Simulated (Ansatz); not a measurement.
**BFH₂O: search for a transition state**

Wanted: the transition state of a 1,2-elimination (form H2–H4 and break B1–H2, O3–H4). The guess is relaxed with those distances held, a saddle search follows, and vibrations and two downhill relaxations check it.

Program: Ansatz 0.2.0, Gaussian basis. Level of theory: PBE0-D4, def2-SVP first, then def2-TZVP. These are calculated values, not measurements.

115 further runs of the same task are left out: 1 that didn't finish, 114 set aside as unsound or not needed.

## 1. Starting geometry

The guess: 5 atoms, charge 0, spin multiplicity 1.

Atoms are counted from 1 here; the program's logs count them from 0.

Bond lengths: B1–O3 1.259 Å, B1–H4 1.289 Å, B1–F5 1.305 Å. Angles: O3–B1–H4 60.7°, O3–B1–F5 144.5°, H4–B1–F5 154.8°.

As a file:

```mol
BFH2O
  3D, bonds by distance, orders not assigned

  5  3  0  0  0  0  0  0  0  0999 V2000
   -0.1633    0.1936    0.2922 B   0  0
    0.5137    0.1133   -1.0631 H   0  0
   -0.2088   -1.0242    0.6079 O   0  0
    0.3236   -0.6854   -0.5157 H   0  0
   -0.4652    1.4026    0.6787 F   0  0
  1  3  8  0
  1  4  8  0
  1  5  8  0
M  END
```

Distances that are to change: H2–H4 0.99 Å, B1–H2 1.52 Å, O3–H4 1.29 Å.

## 2. Relaxing the guess with the reacting distances held

Input file hold/in.yaml:

```yaml
crystal:
  periodic: [false, false, false]
  atoms:
    - {symbol: B, position_ang: [-0.163300, 0.193600, 0.292200]}
    - {symbol: H, position_ang: [0.513700, 0.113300, -1.063100]}
    - {symbol: O, position_ang: [-0.208800, -1.024200, 0.607900]}
    - {symbol: H, position_ang: [0.323600, -0.685400, -0.515700]}
    - {symbol: F, position_ang: [-0.465200, 1.402600, 0.678700]}
basis:
  gaussian: {orbitals: def2-SVP}
hamiltonian: {xc: pbe0, dispersion: d4}
relax: {f_tol: 0.08, max_steps: 120, escape_saddle: false, constraints: [{distance: [1, 3]}, {distance: [0, 1]}, {distance: [2, 3]}]}
```

The run is started by

```bash
> ansatz run in.yaml --threads 2 --pin off --events-out ev --progress --plain --max-ram 4352MiB
```

Standard output, shortened:

```text
Functional definition: PBE0
  name "PBE0"
  cite "Adamo & Barone, J. Chem. Phys. 110, 6158 (1999) doi:10.1063/1.478522"
  cite "Perdew, Burke & Ernzerhof, Phys. Rev. Lett. 77, 3865 (1996) doi:10.1103/PhysRevLett.77.3865"
  parent pbe
[...]
554 factors; integrals over basis functions are off by at most 3.6e-4 eV
[...]
mean field -5462.87703247 eV, -200.7570280722 hartree, gradient 1.2e-5 eV, S^2 0.000000; 0 other end points of the search recorded, 0 dependent functions left out
[...]
reference -5462.87705168 eV, -200.7570287782 hartree; 12, 12 occupied and 40, 40 virtual orbitals, 554 factors
relax step   1: F+E_penalty+E_count = -5462.91498375 eV  Δ(F+E_penalty+E_count) = +0.000e0 eV  max|allowed force component| = 1.418e0 eV/Å  Δτ_max = 0.0000 Å  (23 SCF iters, accepted)
[...]
relax step   3: F+E_penalty+E_count = -5462.94607455 eV  Δ(F+E_penalty+E_count) = -5.355e-3 eV  max|allowed force component| = 1.821e-1 eV/Å  Δτ_max = 0.0225 Å  (24 SCF iters, accepted)
[...]
relax step   4: F+E_penalty+E_count = -5462.94919156 eV  Δ(F+E_penalty+E_count) = -3.117e-3 eV  max|allowed force component| = 6.264e-2 eV/Å  Δτ_max = 0.0123 Å  (24 SCF iters, accepted)
  distance H 1 - H 3 held at 0.986766 Å   reaction = -1.2377e0 eV/Å
  distance B 0 - H 1 held at 1.517108 Å   reaction = +1.0394e0 eV/Å
  distance O 2 - H 3 held at 1.288686 Å   reaction = -5.4588e-1 eV/Å
554 factors; integrals over basis functions are off by at most 4.1e-4 eV
[...]
mean field -5462.91110077 eV, -200.7582800592 hartree, gradient 5.1e-5 eV, S^2 0.000000; 1 other end points of the search recorded, 0 dependent functions left out
[...]
reference -5462.91112004 eV, -200.7582807674 hartree; 12, 12 occupied and 40, 40 virtual orbitals, 554 factors
Total energy: -5462.94921084 eV, -200.7596805782 hartree
Atom 0 at    -0.170355     0.212288     0.304360 Å, force     0.471507    -0.127246    -0.932413 eV/Å
Atom 1 at     0.509400     0.110216    -1.048094 Å, force    -0.235556     1.097570     0.272417 eV/Å
Atom 2 at    -0.200626    -1.029193     0.596470 Å, force    -0.222724    -0.135085     0.476971 eV/Å
Atom 3 at     0.330832    -0.712993    -0.534141 Å, force     0.001473    -0.897876     0.163367 eV/Å
Atom 4 at    -0.469251     1.419582     0.681404 Å, force    -0.014700     0.062637     0.019658 eV/Å
Dipole moment:     0.120175     0.154188    -0.270767 e Å
```

Wall time 3 s (2 threads of Arm Neoverse V1, shared host).

Relaxation path:

| step | energy from step 1 (eV) | largest force component (eV/Å) |
| --- | --- | --- |
| 1 | 0.0000 | 1.4183 |
| 2 | -0.0257 | 0.6910 |
| 3 | -0.0311 | 0.1821 |
| 4 | -0.0342 | 0.0626 |

Distances of close pairs at the start and the end, largest changes first:

| bond | before (Å) | after (Å) | change (Å) |
| --- | --- | --- | --- |
| B1–H4 | 1.289 | 1.346 | +0.056 |
| B1–O3 | 1.259 | 1.276 | +0.017 |
| B1–F5 | 1.305 | 1.300 | -0.005 |

## 3. A starting Hessian

Input file hessian/in.yaml:

```yaml
crystal:
  periodic: [false, false, false]
  atoms:
    - {symbol: B, position_ang: [-0.170355, 0.212288, 0.304360]}
    - {symbol: H, position_ang: [0.509400, 0.110216, -1.048094]}
    - {symbol: O, position_ang: [-0.200626, -1.029193, 0.596470]}
    - {symbol: H, position_ang: [0.330832, -0.712993, -0.534141]}
    - {symbol: F, position_ang: [-0.469251, 1.419582, 0.681404]}
basis:
  gaussian: {orbitals: def2-SVP}
hamiltonian: {xc: pbe0, dispersion: d4}
phonons: {}
scf: {lower_state_search: off}
```

The run is started by

```bash
> ansatz run in.yaml --threads 2 --pin off --events-out ev --progress --plain --max-ram 4352MiB
```

Standard output, shortened:

```text
Functional definition: PBE0
  name "PBE0"
  cite "Adamo & Barone, J. Chem. Phys. 110, 6158 (1999) doi:10.1063/1.478522"
  cite "Perdew, Burke & Ernzerhof, Phys. Rev. Lett. 77, 3865 (1996) doi:10.1103/PhysRevLett.77.3865"
  parent pbe
[...]
553 factors; integrals over basis functions are off by at most 4.0e-4 eV
[...]
mean field -5462.91110006 eV, -200.7582800331 hartree, gradient 1.3e-6 eV, S^2 0.000000; 0 other end points of the search recorded, 0 dependent functions left out
[...]
reference -5462.91111932 eV, -200.7582807407 hartree; 12, 12 occupied and 40, 40 virtual orbitals, 553 factors
[... from here to the last solve, the lines of the solves are left out (29 solves) ...]
553 factors; integrals over basis functions are off by at most 4.0e-4 eV
[...]
mean field -5462.91103012 eV, -200.7582774627 hartree, gradient 1.6e-6 eV, S^2 0.000000; 0 other end points of the search recorded, 0 dependent functions left out
[...]
reference -5462.91104937 eV, -200.7582781703 hartree; 12, 12 occupied and 40, 40 virtual orbitals, 553 factors
WARN: phonons: modes at or below zero, which the zero-point energy, F, S and C_V leave out: 1, the lowest at -1612.61 cm⁻¹. A minimum has none, and a first-order saddle one
Total energy: -5462.94921014 eV, -200.7596805525 hartree
Atom 0 at    -0.170355     0.212288     0.304360 Å, force     0.471509    -0.127226    -0.932416 eV/Å
Atom 1 at     0.509400     0.110216    -1.048094 Å, force    -0.235559     1.097563     0.272424 eV/Å
Atom 2 at    -0.200626    -1.029193     0.596470 Å, force    -0.222727    -0.135083     0.476975 eV/Å
Atom 3 at     0.330832    -0.712993    -0.534141 Å, force     0.001475    -0.897869     0.163363 eV/Å
Atom 4 at    -0.469251     1.419582     0.681404 Å, force    -0.014697     0.062615     0.019655 eV/Å
Dipole moment:     0.120175     0.154188    -0.270766 e Å
Vibrations: -1612.61 444.99 575.10 902.18 957.65 1113.11 1790.45 2204.32 2298.21 cm⁻¹, zero-point energy 0.637652 eV
Checks for a lower state left out: stability, starts, cluster_reference, orbital_swaps, neighbouring_geometries, increment
```

It took 12 s on 2 threads of Arm Neoverse V1, shared host.

The structure is not stationary yet, so these wavenumbers are no spectrum; the search needs only the force constants.

## 4. Saddle search in the small basis

The search itself is an outer loop (partitioned rational-function steps, Bofill update of the Hessian). Each step is one single-point run with forces. It stops when the largest force is under 0.03 eV/Å and the followed curvature is negative. The first step's input:

Input file presaddle/in.yaml:

```yaml
crystal:
  periodic: [false, false, false]
  atoms:
    - {symbol: B, position_ang: [-0.170355, 0.212288, 0.304360]}
    - {symbol: H, position_ang: [0.509400, 0.110216, -1.048094]}
    - {symbol: O, position_ang: [-0.200626, -1.029193, 0.596470]}
    - {symbol: H, position_ang: [0.330832, -0.712993, -0.534141]}
    - {symbol: F, position_ang: [-0.469251, 1.419582, 0.681404]}
basis:
  gaussian: {orbitals: def2-SVP}
hamiltonian: {xc: pbe0, dispersion: d4}
output: {forces: true}
scf: {lower_state_search: off}
```

The run is started by

```bash
> ansatz run in.yaml --threads 2 --pin off --events-out ev --progress --plain --max-ram 4352MiB
```

Step by step:

| step | energy (eV) | largest force (eV/Å) | followed curvature (eV/Å²) |
| --- | --- | --- | --- |
| 1 | -5462.94921 | 1.0976 | -18.71 |
| 2 | -5463.01487 | 0.1107 | -19.12 |
| 3 | -5463.01588 | 0.0246 | -18.83 |

The 3 steps took 1.3 s in all (2 threads of Arm Neoverse V1, shared host).

## 5. Saddle search in triple zeta

A small driver takes partitioned rational-function steps: uphill along one mode, downhill along the rest. It calls the program once a step for energy and forces and updates the Hessian by Bofill's formula. It stops when the largest force is under 0.008 eV/Å and the followed curvature is negative. The first step's input:

Input file saddle/in.yaml:

```yaml
crystal:
  periodic: [false, false, false]
  atoms:
    - {symbol: B, position_ang: [-0.162640, 0.165668, 0.297117]}
    - {symbol: H, position_ang: [0.479737, 0.179420, -1.001029]}
    - {symbol: O, position_ang: [-0.231386, -1.046362, 0.661904]}
    - {symbol: H, position_ang: [0.352939, -0.701555, -0.580949]}
    - {symbol: F, position_ang: [-0.438650, 1.402729, 0.622957]}
basis:
  gaussian: {orbitals: def2-TZVP}
hamiltonian: {xc: pbe0, dispersion: d4}
output: {forces: true}
scf: {lower_state_search: off}
```

The run is started by

```bash
> ansatz run in.yaml --threads 2 --pin off --events-out ev --progress --plain --max-ram 4352MiB
```

Step by step:

| step | energy (eV) | largest force (eV/Å) | followed curvature (eV/Å²) |
| --- | --- | --- | --- |
| 1 | -5469.60056 | 0.1895 | -18.83 |
| 2 | -5469.60173 | 0.0482 | -17.44 |
| 3 | -5469.60173 | 0.0031 | -16.56 |

The 3 steps took 2.1 s in all (2 threads of Arm Neoverse V1, shared host).

The point found:

```
B    -0.15936    0.16507    0.29060
H     0.47490    0.18080   -0.99155
O    -0.22975   -1.04835    0.65898
H     0.35062   -0.69897   -0.57672
F    -0.43640    1.40134    0.61869
```

Followed mode, largest move set to 1: H4 (0.25, 0.73, -0.63); B1 (-0.23, -0.35, 0.54); O3 (-0.24, -0.10, 0.51); H2 (0.10, -0.24, -0.16).

## 6. Vibrations at the point found

Input file vib/in.yaml:

```yaml
crystal:
  periodic: [false, false, false]
  atoms:
    - {symbol: B, position_ang: [-0.159364, 0.165075, 0.290604]}
    - {symbol: H, position_ang: [0.474900, 0.180805, -0.991550]}
    - {symbol: O, position_ang: [-0.229753, -1.048349, 0.658976]}
    - {symbol: H, position_ang: [0.350618, -0.698973, -0.576722]}
    - {symbol: F, position_ang: [-0.436401, 1.401342, 0.618692]}
basis:
  gaussian: {orbitals: def2-TZVP}
hamiltonian: {xc: pbe0, dispersion: d4}
phonons: {temperatures: {t_min: 298.15, t_max: 900, t_step: 200}}
```

The run is started by

```bash
> ansatz run in.yaml --threads 2 --pin off --events-out ev --progress --plain --max-ram 4352MiB
```

Standard output, shortened:

```text
Functional definition: PBE0
  name "PBE0"
  cite "Adamo & Barone, J. Chem. Phys. 110, 6158 (1999) doi:10.1063/1.478522"
  cite "Perdew, Burke & Ernzerhof, Phys. Rev. Lett. 77, 3865 (1996) doi:10.1103/PhysRevLett.77.3865"
  parent pbe
[...]
564 factors; their error is unknown
[...]
mean field -5469.56676796 eV, -201.0028713170 hartree, gradient 3.4e-5 eV, S^2 0.000000; 0 other end points of the search recorded, 0 dependent functions left out
[...]
reference -5469.56679313 eV, -201.0028722420 hartree; 12, 12 occupied and 93, 93 virtual orbitals, 564 factors
[... from here to the last solve, the lines of the solves are left out (29 solves) ...]
564 factors; their error is unknown
mean field -5469.56674773 eV, -201.0028705734 hartree, gradient 2.8e-6 eV, S^2 0.000000; 0 other end points of the search recorded, 0 dependent functions left out
[...]
reference -5469.56677290 eV, -201.0028714984 hartree; 12, 12 occupied and 93, 93 virtual orbitals, 564 factors
WARN: phonons: modes at or below zero, which the zero-point energy, F, S and C_V leave out: 1, the lowest at -1493.93 cm⁻¹. A minimum has none, and a first-order saddle one
Total energy: -5469.60172667 eV, -201.0041560259 hartree
Atom 0 at    -0.159364     0.165075     0.290604 Å, force     0.000258    -0.000177    -0.000453 eV/Å
Atom 1 at     0.474900     0.180805    -0.991550 Å, force     0.000542    -0.003045    -0.000511 eV/Å
Atom 2 at    -0.229753    -1.048349     0.658976 Å, force     0.000436    -0.001476    -0.000603 eV/Å
Atom 3 at     0.350618    -0.698973    -0.576722 Å, force    -0.000660     0.003135     0.000719 eV/Å
Atom 4 at    -0.436401     1.401342     0.618692 Å, force    -0.000575     0.001562     0.000849 eV/Å
Dipole moment:     0.186770     0.181807    -0.410611 e Å
Vibrations: -1493.93 504.14 571.91 995.24 1066.69 1099.25 1763.09 2130.51 2279.18 cm⁻¹, zero-point energy 0.645339 eV
```

Run time: 20 s. Hardware: 2 threads of Arm Neoverse V1, shared host.

The modes, with what each moves most:

| mode | wavenumber (cm⁻¹) | character |
| --- | --- | --- |
| 1 | 1494i | changes H2–H4, B1–H2, O3–H4 |
| 2 | 504 | not assigned (largely outside the bonds, angles and torsions drawn) |
| 3 | 572 | bend |
| 4 | 995 | not assigned (largely outside the bonds, angles and torsions drawn) |
| 5 | 1067 | bend with B–F stretch |
| 6 | 1099 | B–F stretch with bend |
| 7 | 1763 | B–O stretch |
| 8 | 2131 | B–H stretch with bend |
| 9 | 2279 | B–H stretch |

Vibrational sums (real modes only):

| T (K) | entropy (J/mol/K) | heat capacity (J/mol/K) |
| --- | --- | --- |
| 298 | 5.8 | 14.0 |
| 498 | 16.5 | 28.3 |
| 698 | 27.8 | 38.9 |
| 898 | 38.6 | 46.3 |

## 7. Relaxing after a step of 0.30 Å one way along the mode

Input file downa/in.yaml:

```yaml
crystal:
  periodic: [false, false, false]
  atoms:
    - {symbol: B, position_ang: [-0.229746, 0.061015, 0.451793]}
    - {symbol: H, position_ang: [0.505776, 0.107901, -1.040394]}
    - {symbol: O, position_ang: [-0.302380, -1.078430, 0.810999]}
    - {symbol: H, position_ang: [0.424798, -0.479258, -0.767044]}
    - {symbol: F, position_ang: [-0.398448, 1.388672, 0.544646]}
basis:
  gaussian: {orbitals: def2-TZVP}
hamiltonian: {xc: pbe0, dispersion: d4}
relax: {f_tol: 0.005, max_steps: 200}
```

The run is started by

```bash
> ansatz run in.yaml --threads 2 --pin off --events-out ev --progress --plain --max-ram 4352MiB
```

Standard output, shortened:

```text
Functional definition: PBE0
  name "PBE0"
  cite "Adamo & Barone, J. Chem. Phys. 110, 6158 (1999) doi:10.1063/1.478522"
  cite "Perdew, Burke & Ernzerhof, Phys. Rev. Lett. 77, 3865 (1996) doi:10.1103/PhysRevLett.77.3865"
  parent pbe
[...]
564 factors; their error is unknown
[...]
mean field -5469.76044296 eV, -201.0099887420 hartree, gradient 1.8e-5 eV, S^2 0.000000; 0 other end points of the search recorded, 0 dependent functions left out
[...]
reference -5469.76046771 eV, -201.0099896516 hartree; 12, 12 occupied and 93, 93 virtual orbitals, 564 factors
relax step   1: F+E_penalty+E_count = -5469.79908192 eV  Δ(F+E_penalty+E_count) = +0.000e0 eV  max|allowed force component| = 5.200e0 eV/Å  Δτ_max = 0.0000 Å  (25 SCF iters, accepted)
[...]
564 factors; their error is unknown
mean field -5470.80337928 eV, -201.0483159449 hartree, gradient 1.3e-5 eV, S^2 0.000000; 1 other end points of the search recorded, 0 dependent functions left out
[...]
reference -5470.80340671 eV, -201.0483169528 hartree; 12, 12 occupied and 93, 93 virtual orbitals, 564 factors
Total energy: -5470.83927666 eV, -201.0496351492 hartree
Atom 0 at    -0.513756     0.088780     1.023073 Å, force    -0.001799    -0.002101     0.002011 eV/Å
Atom 1 at     0.806345     0.176862    -1.665381 Å, force    -0.000269    -0.003667     0.001409 eV/Å
Atom 2 at    -0.516253    -1.096512     1.247710 Å, force     0.001033     0.003132    -0.001576 eV/Å
Atom 3 at     0.741452    -0.519951    -1.402339 Å, force     0.000330     0.003415    -0.001491 eV/Å
Atom 4 at    -0.517787     1.350721     0.796937 Å, force     0.000706    -0.000779    -0.000353 eV/Å
Dipole moment:     0.010452     0.429794    -0.100655 e Å
```

Wall time 15 s (2 threads of Arm Neoverse V1, shared host).

The steps of the relaxation:

| step | energy from step 1 (eV) | largest force component (eV/Å) |
| --- | --- | --- |
| 1 | 0.0000 | 5.1999 |
| 2 | -0.5200 | 1.1420 |
| 3 | -0.6925 | 1.3010 |
| 4 | -0.8542 | 1.0279 |
| 5 | -0.8558 | 1.7377 |
| 6 | -0.9978 | 1.4091 |
| 7 | -1.0273 | 1.0355 |
| 8 | -1.0398 | 0.0896 |
| 9 | -1.0398 | 0.1038 |
| 10 | -1.0400 | 0.0234 |
| 11 | -1.0401 | 0.0099 |
| 12 | -1.0402 | 0.0127 |
| 13 | -1.0402 | 0.0037 |

Close pairs (by a distance rule), those that changed most:

| bond | before (Å) | after (Å) | change (Å) |
| --- | --- | --- | --- |
| H2–H4 | 0.653 | 0.748 | +0.095 |
| B1–F5 | 1.342 | 1.282 | -0.060 |
| B1–O3 | 1.197 | 1.206 | +0.009 |

## 8. Relaxing after a step of 0.30 Å the other way along the mode

Input file downb/in.yaml:

```yaml
crystal:
  periodic: [false, false, false]
  atoms:
    - {symbol: B, position_ang: [-0.088981, 0.269135, 0.129414]}
    - {symbol: H, position_ang: [0.444024, 0.253709, -0.942706]}
    - {symbol: O, position_ang: [-0.157126, -1.018268, 0.506954]}
    - {symbol: H, position_ang: [0.276437, -0.918689, -0.386400]}
    - {symbol: F, position_ang: [-0.474354, 1.414013, 0.692738]}
basis:
  gaussian: {orbitals: def2-TZVP}
hamiltonian: {xc: pbe0, dispersion: d4}
relax: {f_tol: 0.005, max_steps: 200}
```

The run is started by

```bash
> ansatz run in.yaml --threads 2 --pin off --events-out ev --progress --plain --max-ram 4352MiB
```

Standard output, shortened:

```text
Functional definition: PBE0
  name "PBE0"
  cite "Adamo & Barone, J. Chem. Phys. 110, 6158 (1999) doi:10.1063/1.478522"
  cite "Perdew, Burke & Ernzerhof, Phys. Rev. Lett. 77, 3865 (1996) doi:10.1103/PhysRevLett.77.3865"
  parent pbe
[...]
564 factors; their error is unknown
[...]
mean field -5470.68491591 eV, -201.0439624963 hartree, gradient 3.7e-5 eV, S^2 0.000000; 0 other end points of the search recorded, 0 dependent functions left out
[...]
reference -5470.68493984 eV, -201.0439633755 hartree; 12, 12 occupied and 93, 93 virtual orbitals, 564 factors
relax step   1: F+E_penalty+E_count = -5470.71790672 eV  Δ(F+E_penalty+E_count) = +0.000e0 eV  max|allowed force component| = 3.718e0 eV/Å  Δτ_max = 0.0000 Å  (24 SCF iters, accepted)
[...]
564 factors; their error is unknown
[...]
mean field -5472.26406883 eV, -201.1019952958 hartree, gradient 6.1e-5 eV, S^2 0.000000; 1 other end points of the search recorded, 0 dependent functions left out
[...]
reference -5472.26409323 eV, -201.1019961925 hartree; 12, 12 occupied and 93, 93 virtual orbitals, 564 factors
Total energy: -5472.29758769 eV, -201.1032270912 hartree
Atom 0 at    -0.034991     0.385465    -0.001227 Å, force     0.000941     0.000658    -0.002294 eV/Å
Atom 1 at     0.459345     0.679800    -1.051985 Å, force    -0.000600    -0.000852     0.001156 eV/Å
Atom 2 at    -0.138125    -0.881210     0.442812 Å, force    -0.000461    -0.001309    -0.000009 eV/Å
Atom 3 at     0.224213    -1.526255    -0.167721 Å, force     0.000107     0.001657     0.000533 eV/Å
Atom 4 at    -0.510442     1.342100     0.778121 Å, force     0.000013    -0.000153     0.000614 eV/Å
Dipole moment:     0.203113    -0.315171    -0.350680 e Å
```

It took 12 s on 2 threads of Arm Neoverse V1, shared host.

Step by step: (the energy doesn't fall at every step)

| step | energy from step 1 (eV) | largest force component (eV/Å) |
| --- | --- | --- |
| 1 | 0.0000 | 3.7177 |
| 2 | -0.6133 | 2.6526 |
| 3 | -1.1284 | 2.5137 |
| 4 | -1.4237 | 2.7258 |
| 5 | -1.5678 | 0.6447 |
| 6 | -1.5620 | 0.6252 |
| 7 | -1.5763 | 0.4248 |
| 8 | -1.5794 | 0.0894 |
| 9 | -1.5795 | 0.0367 |
| 10 | -1.5797 | 0.0023 |

Close pairs (by a distance rule), those that changed most:

| bond | before (Å) | after (Å) | change (Å) |
| --- | --- | --- | --- |
| B1–H4 | 1.346 | 1.936 | +0.591 |
| O3–H4 | 0.998 | 0.959 | -0.039 |
| B1–F5 | 1.333 | 1.322 | -0.011 |
| B1–O3 | 1.343 | 1.346 | +0.003 |
| B1–H2 | 1.197 | 1.198 | +0.001 |

## 9. The three structures

| pair | start side (Å) | saddle (Å) | end side (Å) |
| --- | --- | --- | --- |
| H2–H4 | 2.388 | 0.981 | 0.748 |
| B1–H2 | 1.198 | 1.431 | 2.996 |
| O3–H4 | 0.959 | 1.409 | 2.989 |

## 10. What came out

```
                       quantity                                     value
                 imaginary mode                                1494i cm⁻¹
    barrier from the start side                                  2.696 eV
      barrier from the end side                                  1.238 eV
             energy of the step                                 +1.458 eV
              pairs that change  H2–H4 formed, B1–H2 broken, O3–H4 broken
zero-point energy at the saddle                                  0.645 eV
```

What this shows: One imaginary mode, 1494i cm⁻¹, makes this a first-order saddle. It joins the planned start and end. At PBE0-D4/def2-TZVP the electronic barrier is 2.696 eV, about 105 kT at 298 K, and the step runs 1.458 eV uphill. With so stiff a mode tunnelling counts: Wigner's rough correction is a factor of 3.2 at 298 K. These are plain relaxations, not an intrinsic reaction coordinate. The ends are the nearest minima, not always the lowest complexes.
